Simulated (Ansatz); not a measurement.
# C3H10AlN: a ladder of functionals and wavefunction methods

The task here is to estimate one member of a computed series from the others.

Method: functionals in def2-TZVPP, the program's frozen cores in correlated methods; program: Ansatz 0.2.0, Gaussian basis.

Plan: PBE-D4, r2SCAN-D4, PBE0-D4, B3LYP-D4, ωB97X-V, ωB97M-V, B2PLYP; CCSD(T)/def2-TZVPP; MP2/def2-QZVPP; extrapolation to the limit.

### The geometry

An earlier PBE0-D4 in a triple-zeta def2 set relaxation fixed the geometry.

15 atoms, charge 0, spin multiplicity 1.

Atoms are counted from 1 here; the program's logs count them from 0.

Bond lengths: C1–Al2 1.969 Å, C1–H6 1.095 Å, C1–H7 1.096 Å, C1–H8 1.095 Å, Al2–C3 2.007 Å, Al2–N5 2.076 Å, Al2–H9 1.604 Å, C3–C4 1.525 Å, C3–H10 1.090 Å, C3–H11 1.094 Å, C4–N5 1.501 Å, C4–H12 1.092 Å, C4–H13 1.095 Å, N5–H14 1.014 Å, N5–H15 1.013 Å. Angles: Al2–C1–H6 112.0°, Al2–C1–H7 111.0°, Al2–C1–H8 112.8°, H6–C1–H7 106.5°, H6–C1–H8 107.5°, H7–C1–H8 106.6°, C1–Al2–C3 117.8°, C1–Al2–N5 106.7°, C1–Al2–H9 119.0°, C3–Al2–N5 71.7°, C3–Al2–H9 120.2°, N5–Al2–H9 107.6°, Al2–C3–C4 89.3°, Al2–C3–H10 120.7°, Al2–C3–H11 113.9°, C4–C3–H10 112.5°, C4–C3–H11 111.3°, H10–C3–H11 108.0° and more.

Set-up of the first run:

File in.yaml:

```yaml
crystal:
  periodic: [false, false, false]
  atoms:
    - {symbol: C, position_ang: [-1.673996, 0.987709, 1.052939]}
    - {symbol: Al, position_ang: [0.071898, 1.069885, 0.146107]}
    - {symbol: C, position_ang: [1.409039, -0.369198, 0.557623]}
    - {symbol: C, position_ang: [0.718024, -1.274630, -0.456694]}
    - {symbol: N, position_ang: [0.015155, -0.328792, -1.386962]}
    - {symbol: H, position_ang: [-2.471449, 1.436596, 0.451123]}
    - {symbol: H, position_ang: [-1.651429, 1.539284, 1.999226]}
    - {symbol: H, position_ang: [-1.979647, -0.036108, 1.294741]}
    - {symbol: H, position_ang: [0.555274, 2.462347, -0.486191]}
    - {symbol: H, position_ang: [1.457904, -0.816965, 1.550388]}
    - {symbol: H, position_ang: [2.428829, -0.127924, 0.244960]}
    - {symbol: H, position_ang: [-0.060348, -1.869239, 0.025614]}
    - {symbol: H, position_ang: [1.359187, -1.962774, -1.018295]}
    - {symbol: H, position_ang: [0.627243, -0.049449, -2.145886]}
    - {symbol: H, position_ang: [-0.827482, -0.711441, -1.799192]}
basis:
  gaussian: {orbitals: def2-TZVPP}
hamiltonian: {xc: pbe, dispersion: d4}
output: {forces: true, orbitals: {seedname: orbitals}}
```

On the command line:

```
ansatz run in.yaml --threads 4 --pin off --events-out ev --progress --plain --max-ram 10444MiB
```

Among the steps run: PBE-D4 (GGA); r2SCAN-D4 (meta-GGA); PBE0-D4 (hybrid); B3LYP-D4 (hybrid); ωB97X-V (range-separated); ωB97M-V (range-separated); B2PLYP (double hybrid); CCSD(T) in def2-TZVPP; MP2 in def2-QZVPP.

One of the session's tables, all rows but one given; the rest of the session is left out.

| method | atomisation energy (kcal/mol) |
| --- | --- |
| PBE-D4 | 1316.3 |
| r2SCAN-D4 | 1300.0 |
| PBE0-D4 | 1301.8 |
| B3LYP-D4 | 1300.4 |
| ωB97X-V | 1303.3 |
| ωB97M-V | 1304.2 |
| B2PLYP | 1285.1 |
| HF/def2-TZVPP | 960.4 |
| MP2/def2-TZVPP | ? |
| CCSD/def2-TZVPP | 1253.5 |
| CCSD(T)/def2-TZVPP | 1268.9 |
| MP2/CBS | 1307.9 |
| CCSD(T)/CBS | 1299.4 |

**Question.** Estimate the row for MP2/def2-TZVPP.

As computed: atomisation energy (kcal/mol): 1277.4. In the column «atomisation energy (kcal/mol)» it lies between CCSD(T)/def2-TZVPP (1268.9) and B2PLYP (1285.1).
